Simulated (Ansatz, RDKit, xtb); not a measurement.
**Isomers of C6H9NO, a sample narrowed down**

Which of a sample of isomers of C6H9NO is the most stable in the gas at 298.15 K, and what are its properties? The sample is small against all isomers, and the most stable one of this formula need not be in it.

Plan: many cheap relaxations first (GFN2-xTB), then density-functional screening, relaxation at B3LYP/def2-SVP, vibrations (at GFN2-xTB) and a final energy. The numbers are computed, not measured.

### Step 1. Drawing up candidates

Isomers were taken from a list of plausible structures; this is a sample, not all of them. That gives 5 candidates.

| label | SMILES | spin |
| --- | --- | --- |
| c037 | C[C@@H]1C[C@H](C=O)C=N1 | singlet |
| c456 | C[C@@H]1C[C@@H](C=O)C=N1 | singlet |
| c565 | C[C@@H]1C/C(=C\O)C=N1 | singlet |
| c569 | C[C@@H]1CC(C=O)=CN1 | singlet |
| c945 | C[C@@H]1C/C(=C/O)C=N1 | singlet |

Candidates are built by distance geometry, with a force field where one applies, in up to four conformers (letters a to d).

Q: Predict the outcome of this search (final energies at CCSD(T)/def2-SVP + MP2/def2-TZVPP - MP2/def2-SVP).

| quantity | value |
| --- | --- |
| lowest structure found | C[C@@H]1CC(C=O)=CN1, singlet |
| next finalist | C[C@@H]1C[C@@H](C=O)C=N1, singlet, 2.4 kcal/mol higher in G |
| share at equilibrium, among the finalists | 96.9 % |

The lowest structure found is `C[C@@H]1CC(C=O)=CN1`. The margin, 2.4 kcal/mol, is modest. GFN2-xTB, r2SCAN-D4/def2-SVP, B3LYP/def2-SVP, HF/def2-SVP and MP2/def2-SVP already put its bonding pattern lowest among the structures in one piece; HF/STO-3G favours the singlet C[C@@H]1C[C@@H](C=O)C=N1. One minimum inside the window was never screened. The search is not exhaustive (a finite list of starts, one conformer a finalist), so a lower isomer can't be ruled out. Only 5 drawn patterns were tried, so whole families of isomers are missing, and the result ranks this sample alone.
